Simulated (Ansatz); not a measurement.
Input of an Ansatz 0.2.0 run:

File input.yaml:

```yaml
crystal:
  lattice:
    - [4.671681, 0.0, 0.0]
    - [0.0, 4.671681, 0.0]
    - [0.0, 0.0, 4.671681]
  atoms:
    - { symbol: In, position: [0.502869, 0.49799, -0.008904] }
    - { symbol: In, position: [0.493736, -0.011732, 0.495553] }
    - { symbol: In, position: [-0.009791, 0.49748, 0.510253] }
    - { symbol: As, position: [-0.001071, 0.008341, -0.002935] }
hamiltonian:
  xc: pbesol
  pseudopotentials: { kind: paw }
kpoints:
  mp_grid: { grid: [6, 6, 6] }
scf:
  occupations: { method: fermi_dirac, width: 0.05 }
output:
  forces: true
  stress: true
  eigenvalues: true
  write_density: true
  write_potential: true
  elf: true
  volumetric_format: npy
```

Potentials or basis: Ansatz PAW.

Command:

```console
$ ansatz run input.yaml --threads 2 --pin off --max-ram 5632MiB --backend cpu --events-out ev --progress --plain --runs-dir out
```

(1) What does it give for the band gap on the k mesh?

(2) What does it give for the largest force?

(3) What does it give for the pressure?

## Answers

(1) none (metal or under the smearing width).

(2) 0.178 eV/Å.

(3) -2.3 GPa.

Caveat: the PAW data sets come from PBE, with cores solved anew for the run's functional, which leaves a small shift of forces and pressure.
